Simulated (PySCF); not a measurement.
**CoF₃: relaxation and vibrations of the triplet**

Aim: relax CoF₃ as a triplet from a trigonal pyramidal start, check by its vibrations whether the end is a minimum, and collect its spectrum and constants.

Computed with PySCF 2.14.0. Level: PBE0, basis Co def2-TZVP, F def2-TZVP, no relativity, density fitting.

**1. Where the work starts**

4 atoms, charge 0, spin multiplicity 3.

Bond lengths: Co1–F2 1.750 Å, Co1–F3 1.750 Å, Co1–F4 1.750 Å. Angles: F2–Co1–F3 99.8°, F2–Co1–F4 99.8°, F3–Co1–F4 99.7°.

Coordinates in bohr (charge 0 multiplicity 3):
```
Co    0.0000    0.0000    0.0000
F     2.9200    0.0000    1.5526
F    -1.4600    2.5286    1.5526
F    -1.4600   -2.5286    1.5526
```

**2. First SCF at the start**

The steps below are one call of a driver around PySCF. For each, scf.py gives the equivalent set-up of the SCF; relaxations use the driver's own optimiser. After this first run the driver tries any further starts and a stability analysis.

The input, scf.py:

```python
from pyscf import gto, scf, dft
mol = gto.M(atom='''
Co     0.000000     0.000000     0.000000
F      1.545200     0.000000     0.821600
F     -0.772600     1.338100     0.821600
F     -0.772600    -1.338100     0.821600''',
    basis={'Co': 'def2-TZVP', 'F': 'def2-TZVP'},
    charge=0, spin=2)
mf = dft.UKS(mol, xc='PBE0')
mf.grids.atom_grid = (50, 194)
aux = {'Co': 'def2-universal-JKFIT', 'F': 'def2-universal-JKFIT'}
mf = mf.density_fit(auxbasis=aux)
mf.conv_tol = 1e-08
mf.diis_space = 10
mf.max_cycle = 60
mf.init_guess = 'minao'
mf.verbose = 4
mf.kernel()
```

On the command line:

```console
$ OMP_NUM_THREADS=4 python axn.py task.json out
```

After this run come: Trigonal pyramidal start, triplet: relaxation; Releasing the symmetry; Vibrations and properties at this point; Downhill along the imaginary mode; Is it a minimum? Harmonic modes.

What does the calculation give? Wanted: minimum; geometry; wavenumbers; dipole moment; highest occupied, lowest empty level; polar-tensor charge of Co1; zero-point energy; atomisation energy; ⟨S²⟩.

The runs gave:

| quantity | value |
| --- | --- |
| minimum | triplet, C2v |
| geometry | Co–F 1.700 Å (×2), Co–F 1.703 Å; F–Co–F 107.3° (×2), F–Co–F 145.5° |
| wavenumbers (cm⁻¹) | 101, 170, 172, 632, 709, 790 |
| dipole moment | 1.29 D |
| highest occupied, lowest empty level (either spin) | -10.45, -6.23 eV |
| polar-tensor charge of Co1 | +1.78 e |
| zero-point energy | 15.4 kJ/mol |
| entropy at 298.15 K | 316.1 J/(mol K) |
| atomisation energy (no zero-point energy) | 1113 kJ/mol |
| ⟨S²⟩ | 2.412 |

**Reading.** The trigonal pyramidal start (C3v) ends in a minimum of C2v symmetry, after a stop at a saddle point 4.1 kJ/mol higher, from which it was pushed off along an imaginary mode. The determinant is spin-contaminated (⟨S²⟩ = 2.41 against 2.00), so it is no pure spin state. In the infrared the band at 790 cm⁻¹ (stretch) leads. Most of the spin sits on Co1 (Mulliken spin 1.84, against 2 for the whole molecule). The first SCF alone would have been 9 kJ/mol too high. Only this shape and spin were tried, so other structures or states may lie lower. The SCF density has lower symmetry than the nuclear frame. Open d and f shells are described by one determinant, and the ground state may have another occupation or spin.
